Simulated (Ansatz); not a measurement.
# CH₄BGa: one species, many methods

An exercise on one series of results from a longer session: the logs are not shown, and one member is left open.

Method: functionals in def2-TZVPP, the program's frozen cores in correlated methods; program: Ansatz 0.2.0, Gaussian basis.

The runs, in order: LDA (SPW92), PBE-D4, revPBE-D4, BLYP-D4, r2SCAN-D4, B97M-V, PBE0-D4, B3LYP-D4, r2SCANh-D4, r2SCAN0-D4, HSE06-D4, BHLYP-D4, CAM-B3LYP-D4, LC-ωPBE, ωB97X-V, ωB97M-V, B2PLYP, PBE-QIDH; CCSD(T)/def2-SVP; CCSD(T)/def2-TZVPP; MP2/def2-QZVPP; extrapolation to the limit; RPA on PBE.

## Structure used throughout

All runs share one geometry, relaxed beforehand with PBE0-D4 in a triple-zeta def2 set.

7 atoms, charge 0, spin multiplicity 1.

Atoms are counted from 1 here; the program's logs count them from 0.

Bond lengths: B1–C2 1.496 Å, B1–H4 1.202 Å, B1–H7 1.202 Å, C2–Ga3 2.099 Å, C2–H5 1.097 Å, C2–H6 1.097 Å. Angles: C2–B1–H4 120.9°, C2–B1–H7 120.9°, H4–B1–H7 118.1°, B1–C2–Ga3 108.3°, B1–C2–H5 119.1°, B1–C2–H6 119.1°, Ga3–C2–H5 96.6°, Ga3–C2–H6 96.6°, H5–C2–H6 111.6°.

Set-up of the first run:

in.yaml reads:

```yaml
crystal:
  periodic: [false, false, false]
  atoms:
    - {symbol: B, position_ang: [-0.645779, -0.425678, -0.553909]}
    - {symbol: C, position_ang: [0.171649, 0.487555, 0.304691]}
    - {symbol: Ga, position_ang: [1.936691, -0.515015, 0.836918]}
    - {symbol: H, position_ang: [-1.411669, -1.211850, -0.063169]}
    - {symbol: H, position_ang: [-0.164611, 0.702185, 1.327037]}
    - {symbol: H, position_ang: [0.655340, 1.359822, -0.153051]}
    - {symbol: H, position_ang: [-0.480421, -0.465019, -1.744117]}
basis:
  gaussian: {orbitals: def2-TZVPP}
hamiltonian: {xc: lda}
output: {orbitals: {seedname: orbitals}}
```

Started as:

```bash
$ ansatz run in.yaml --threads 2 --pin off --events-out ev --progress --plain --max-ram 4352MiB
```

Among the steps run: LDA; PBE-D4 (GGA); revPBE-D4 (GGA); BLYP-D4 (GGA); r2SCAN-D4 (meta-GGA); B97M-V (meta-GGA); B3LYP-D4 (hybrid); r2SCANh-D4 (hybrid); r2SCAN0-D4 (hybrid); HSE06-D4 (hybrid); BHLYP-D4 (hybrid); CAM-B3LYP-D4 (range-separated); LC-ωPBE (range-separated); ωB97X-V (range-separated); ωB97M-V (range-separated); B2PLYP (double hybrid); PBE-QIDH (double hybrid).

One of the session's tables, all rows but one given; the rest of the session is left out.

It belongs to the step «Orbital energies across the functionals». 

```
  functional  HOMO (eV)  LUMO (eV)  gap (eV)
 LDA (SPW92)      -5.59      -2.94      2.65
      PBE-D4      -5.40      -2.70      2.69
   revPBE-D4      -5.33      -2.60      2.73
     BLYP-D4      -5.25      -2.62      2.63
   r2SCAN-D4      -5.57      -2.51      3.06
      B97M-V      -5.50      -2.58      2.92
     PBE0-D4          ?          ?         ?
    B3LYP-D4      -6.10      -2.15      3.95
  r2SCANh-D4      -5.90      -2.23      3.67
  r2SCAN0-D4      -6.39      -1.81      4.58
    HSE06-D4      -5.87      -2.28      3.59
    BHLYP-D4      -7.00      -1.12      5.88
CAM-B3LYP-D4      -7.43      -0.96      6.47
     LC-ωPBE      -8.63       0.14      8.77
     ωB97X-V      -8.31       0.03      8.34
     ωB97M-V      -8.25      -0.15      8.10
```

**Question.** Estimate the row for PBE0-D4.

The run gave: HOMO (eV): -6.26; LUMO (eV): -1.91; gap (eV): 4.35. In the column «HOMO (eV)» it lies between r2SCAN0-D4 (-6.39) and B3LYP-D4 (-6.10).
